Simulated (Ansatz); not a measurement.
# B2PLYP/STO-3G run of SnSe (SMILES [Se][Sn])

What is the electronic atomisation energy of SnSe at B2PLYP/STO-3G? 

Program for the calculation: Ansatz 0.2.0.

57 further runs of the same task are left out: 19 that didn't finish, 38 set aside as unsound or not needed.

## (1) Starting point

SnSe has 2 atoms, charge 0, and is taken as a singlet. SMILES: `[Se][Sn]`. The shape is that of a PBE0-D4/def2-TZVP optimisation.

Bond lengths: Se1–Sn2 2.325 Å.

## (2) The energy at B2PLYP/STO-3G

The input, run.yaml:

```yaml
crystal:
  periodic: [false, false, false]
  atoms:
    - {symbol: Se, position_ang: [0.000000, -0.000000, 0.006530]}
    - {symbol: Sn, position_ang: [-0.000000, 0.000000, 2.331810]}
basis:
  gaussian: {orbitals: STO-3G}
accuracy: high
correlation: {frozen_orbitals: {Se: 9, Sn: 18}}
hamiltonian: {xc: {name: B2PLYP}}
total_charge: 0
```

The run is started by

```
$ ansatz run run.yaml --threads 1 --pin off --max-ram 3480MiB --events-out events.jsonl --progress --plain --runs-dir runs
```

Output:

```text
Warning: RAYON_NUM_THREADS=1 ignored (pool sized by the plan → 1); use --threads N
Functional definition: B2PLYP
  name "B2PLYP"
  parameter a = 0.53
  parameter c = 0.27
  exchange = (1 - a)*b88_x + a*exact_x
  correlation = (1 - c)*lyp_c + c*(mp2_os + mp2_ss)
711 factors; integrals over basis functions are off by at most 1.8e-8 eV
mean field evaluation 1: about -226923.5769 eV, gradient 2.0e1 eV
mean field evaluation 2: about -226923.5940 eV, gradient 2.0e1 eV
mean field evaluation 4: about -226926.7031 eV, gradient 4.7e0 eV
mean field evaluation 8: about -226926.8124 eV, gradient 3.4e-3 eV
mean field evaluation 16: about -226926.8124 eV, gradient 1.2e-8 eV
mean field -226926.81244540 eV, -8339.4065408505 hartree, gradient 1.2e-8 eV, S^2 0.000000; 0 other end points of the search recorded, 0 dependent functions left out
27 core orbitals not correlated: weight in the atoms' cores, before any rotation towards them, 1.000 or more for the frozen orbitals, at most 0.000 for the correlated occupied ones
reference -226926.81246235 eV, -8339.4065414735 hartree; 15, 15 occupied and 3, 3 virtual orbitals, 711 factors
second order -2.89106792 eV of doubles, -0.00000000 eV of singles
Total energy: -226927.59305069 eV, -8339.4352275659 hartree
```

Wall time 3.6 s (1 thread of Arm Neoverse V1, shared host); peak memory 0.14 GiB.

## (3) The Se atom, same level

The input, run.yaml:

```yaml
crystal:
  periodic: [false, false, false]
  atoms:
    - symbol: Se
      position_ang: [0.000000, 0.000000, 0.000000]
basis:
  gaussian:
    orbitals: STO-3G
magnetization:
  spin_polarized: true
  initial_magnetization: 2
hamiltonian:
  xc: {name: B2PLYP}
correlation:
  frozen_orbitals: {Se: 9}
accuracy: high
```

Run the same way, it converges to -2374.48525 Eh (log not shown).

## (4) The Sn atom

The input, run.yaml:

```yaml
crystal:
  periodic: [false, false, false]
  atoms:
    - {symbol: Sn, position_ang: [0.000000, 0.000000, 0.000000]}
basis:
  gaussian:
    orbitals: STO-3G
magnetization:
  spin_polarized: true
  initial_magnetization: 2
hamiltonian:
  xc: {name: B2PLYP}
correlation:
  frozen_orbitals: {Sn: 18}
accuracy: high
```

Run the same way, it converges to -5964.72282 Eh (log not shown).

## (5) Summary of results

At B2PLYP/STO-3G, 27 core orbitals frozen:

| quantity | value |
| --- | --- |
| molecule: total energy | -8339.43523 Eh |
| Se atom: total energy | -2374.48525 Eh |
| Se atom: ⟨S²⟩ | 2.000 |
| Sn atom: total energy | -5964.72282 Eh |
| Sn atom: ⟨S²⟩ | 2.000 |
| electronic atomisation energy | 6.181 eV |

In words: Taking the molecule apart into free atoms costs 6.18 eV (143 kcal/mol), before zero-point energy and without spin-orbit coupling. In a minimal basis such a difference can be off by several eV, whatever the method. Relativity is left out (molecule) although the molecule holds a heavy atom. Relativity is left out (Sn atom) although the molecule holds a heavy atom.
